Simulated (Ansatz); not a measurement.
# Sb: the cost of one run

Method: DFT PBEsol, scalar-relativistic, plane waves, PAW, in Ansatz 0.2.0.

## 1. The starting structure

It takes space group Pm-3m (No. 221, cubic). The conventional cell has a = 3.160 Å, b = 3.160 Å, c = 3.160 Å, α = 90.00°, β = 90.00°, γ = 90.00°. Sb (site symmetry m-3m) is surrounded by 6 Sb at 3.16 Å.

Coordinates:

```cif
data_structure
_symmetry_space_group_name_H-M 'Pm-3m'
_symmetry_Int_Tables_number 221
_cell_length_a 3.1600
_cell_length_b 3.1600
_cell_length_c 3.1600
_cell_angle_alpha 90.000
_cell_angle_beta 90.000
_cell_angle_gamma 90.000
_cell_volume 31.55
loop_
_atom_site_label
_atom_site_type_symbol
_atom_site_symmetry_multiplicity
_atom_site_Wyckoff_symbol
_atom_site_fract_x
_atom_site_fract_y
_atom_site_fract_z
_atom_site_occupancy
Sb1 Sb 1 a 0.00000 0.00000 0.00000 1
```

No relaxation comes first: the listed cell is the starting point.

## 2. Zero of energy

The reference gives a free energy of -6408.0114 eV, pressure -4.90 GPa, largest force 0.000 eV/Å and gap on the mesh none (metal). It was computed beforehand with the settings of the runs below.

## 3. Setting up energy and stress against strain

The cell is strained by ε times the Voigt pattern (0, 1, 0, 0, 0, 0) (xx, yy, zz, yz, xz, xy; engineering shear), with fractional coordinates fixed (clamped ions). The stress on the pattern is the sum of the stress components weighted by it, tension positive.

## 4. At ε = -0.1500

input.yaml reads:

```yaml
crystal:
  lattice:
    - [3.16, 0.0, 0.0]
    - [0.0, 2.686, 0.0]
    - [0.0, 0.0, 3.16]
  atoms:
    - { symbol: Sb, position: [0.0, 0.0, 0.0] }
basis:
  ecutwfc: 420
kpoints:
  mp_grid: { grid: [16, 16, 16] }
hamiltonian:
  xc: pbesol
scf:
  occupations: { method: gaussian, width: 0.15 }
output:
  forces: true
  stress: true
  eigenvalues: true
  write_density: true
  write_potential: true
  elf: true
  volumetric_format: npy
```

The run is started by

```console
ansatz run input.yaml --threads 1 --pin off --max-ram 2560MiB --backend cpu --events-out ev --progress --plain --runs-dir out
```

**Question.** How long does this run take on 1 thread of Arm Neoverse V1, shared host, and how much memory does it need?

About 10 s, with a peak of 0.39 GiB.
